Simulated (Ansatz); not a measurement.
# F2H4W: the cost of one run

Program: Ansatz 0.2.0. Level of theory: RHF/def2-SVP. These are calculated values, not measurements.

## Step 1: The starting structure

Bond lengths: W1–F2 1.850 Å, W1–H3 1.720 Å, W1–H4 1.720 Å, W1–H5 1.720 Å, W1–F6 1.850 Å, W1–H7 1.720 Å. Angles (14 of 15 angles, heavy atoms first): F2–W1–F6 90.0°, F2–W1–H3 90.0°, F2–W1–H4 90.0°, F2–W1–H5 90.0°, F2–W1–H7 180.0°, H3–W1–F6 90.0°, H4–W1–F6 180.0°, H5–W1–F6 90.0°, F6–W1–H7 90.0°, H3–W1–H4 90.0°, H3–W1–H5 180.0°, H3–W1–H7 90.0°, H4–W1–H5 90.0°, H4–W1–H7 90.0°.

Coordinates:

```xyz
7

W     0.0000    0.0000    0.0000
F     0.0000    0.0000    1.8500
H     1.7200    0.0000    0.0000
H     0.0000    1.7200    0.0000
H    -1.7200    0.0000    0.0000
F     0.0000   -1.8500    0.0000
H     0.0000    0.0000   -1.7200
```

## Step 2: Relaxing the start

The input, input.yaml:

```yaml
crystal:
  periodic: [false, false, false]
  atoms:
    - { symbol: W, position_ang: [0.0, 0.0, 0.0] }
    - { symbol: F, position_ang: [0.0, 0.0, 1.85] }
    - { symbol: H, position_ang: [1.72, 0.0, 0.0] }
    - { symbol: H, position_ang: [0.0, 1.72, 0.0] }
    - { symbol: H, position_ang: [-1.72, 0.0, 0.0] }
    - { symbol: F, position_ang: [0.0, -1.85, 0.0] }
    - { symbol: H, position_ang: [0.0, 0.0, -1.72] }
basis:
  gaussian: { orbitals: def2-SVP }
hamiltonian:
  xc: hf
relax:
  f_tol: 0.02
  max_steps: 40
```

Run with:

```sh
> ansatz run input.yaml --threads 1 --pin off --max-ram 2048MiB --backend cpu --events-out ev --progress --plain --runs-dir out
```

Q: Estimate wall time and peak memory on 1 thread of INTEL XEON PLATINUM 8581C at 2.10GHz (Emerald Rapids), shared host.

About 12 s, with a peak of 0.16 GiB.
